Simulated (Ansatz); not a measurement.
# C10H10Cl2W: the cost of one run

Program: Ansatz 0.2.0, Gaussian basis. Level of theory: one geometry, several basis sets. These are calculated values, not measurements.

Levels to be run: PBE0-D4/def2-SVP; ωB97M-V/def2-SVP; PBE0-D4/def2-QZVPP; ωB97M-V/def2-QZVPP; the functionals' def2-TZVPP values are taken from earlier runs.

**1. The relaxed structure**

The geometry comes from an earlier relaxation with PBE0-D4 in a triple-zeta def2 set; it is a stationary point, not always the lowest conformer. W takes the def2 core potential; no spin-orbit term is included.

SMILES `[Cl][W]12345678([Cl])([C@H]9[C@@H]1[C@@H]2[C@@H]3[C@H]94)[C@H]1[C@@H]5[C@@H]6[C@@H]7[C@H]18`, 23 atoms, charge 0, spin multiplicity 1.

Atoms are counted from 1 here; the program's logs count them from 0.

Bond lengths: Cl1–W2 2.442 Å, W2–Cl3 2.442 Å, W2–C4 2.380 Å, W2–C5 2.273 Å, W2–C6 2.231 Å, W2–C7 2.273 Å, W2–C8 2.380 Å, W2–C9 2.273 Å, W2–C10 2.380 Å, W2–C11 2.380 Å, W2–C12 2.273 Å, W2–C13 2.231 Å, C4–C5 1.421 Å, C4–C8 1.398 Å, C4–H14 1.077 Å, C5–C6 1.433 Å, C5–H15 1.078 Å, C6–C7 1.433 Å and more. Angles: Cl1–W2–Cl3 82.0°, Cl1–W2–C4 75.4°, Cl1–W2–C5 90.0°, Cl1–W2–C6 127.0°, Cl1–W2–C7 132.3°, Cl1–W2–C8 97.6°, Cl1–W2–C9 90.0°, Cl1–W2–C10 75.4°, Cl1–W2–C11 97.6°, Cl1–W2–C12 132.3°, Cl1–W2–C13 127.0°, Cl3–W2–C4 97.6°, Cl3–W2–C5 132.3°, Cl3–W2–C6 127.0°, Cl3–W2–C7 90.0°, Cl3–W2–C8 75.4°, Cl3–W2–C9 132.3°, Cl3–W2–C10 97.6° and more.

**2. PBE0-D4 in def2-SVP**

File in.yaml:

```yaml
crystal:
  periodic: [false, false, false]
  atoms:
    - {symbol: Cl, position_ang: [0.116603, 0.573653, -2.721714]}
    - {symbol: W, position_ang: [0.140101, -0.139062, -0.386295]}
    - {symbol: Cl, position_ang: [1.354709, -2.033874, -1.333562]}
    - {symbol: C, position_ang: [-2.027328, -0.728782, -1.173076]}
    - {symbol: C, position_ang: [-2.078254, 0.327227, -0.222961]}
    - {symbol: C, position_ang: [-1.597368, -0.220208, 1.011159]}
    - {symbol: C, position_ang: [-1.176478, -1.571935, 0.788239]}
    - {symbol: C, position_ang: [-1.486966, -1.866765, -0.567193]}
    - {symbol: C, position_ang: [0.802833, 1.942442, 0.241687]}
    - {symbol: C, position_ang: [1.889156, 1.467833, -0.542494]}
    - {symbol: C, position_ang: [2.429990, 0.329476, 0.062257]}
    - {symbol: C, position_ang: [1.705483, 0.042738, 1.251216]}
    - {symbol: C, position_ang: [0.728220, 1.082391, 1.385739]}
    - {symbol: H, position_ang: [-2.262491, -0.635946, -2.220020]}
    - {symbol: H, position_ang: [-2.501905, 1.305126, -0.383325]}
    - {symbol: H, position_ang: [-1.640579, 0.268474, 1.967532]}
    - {symbol: H, position_ang: [-0.804043, -2.269800, 1.520191]}
    - {symbol: H, position_ang: [-1.242701, -2.783793, -1.076524]}
    - {symbol: H, position_ang: [0.231349, 2.837607, 0.058416]}
    - {symbol: H, position_ang: [2.178327, 1.855590, -1.504813]}
    - {symbol: H, position_ang: [3.199126, -0.292860, -0.363376]}
    - {symbol: H, position_ang: [1.930929, -0.738233, 1.958838]}
    - {symbol: H, position_ang: [0.111296, 1.248681, 2.250089]}
basis:
  gaussian: {orbitals: def2-SVP}
hamiltonian: {xc: pbe0, dispersion: d4}
output: {orbitals: {seedname: orbitals}}
```

Launch:

```console
ansatz run in.yaml --threads 11 --pin off --events-out ev --progress --plain --max-ram 166912MiB --backend cpu
```

Q: Estimate wall time and peak memory on 11 threads of AMD EPYC 7R13, shared host.

About 4.3 s, with a peak of 1.8 GiB.
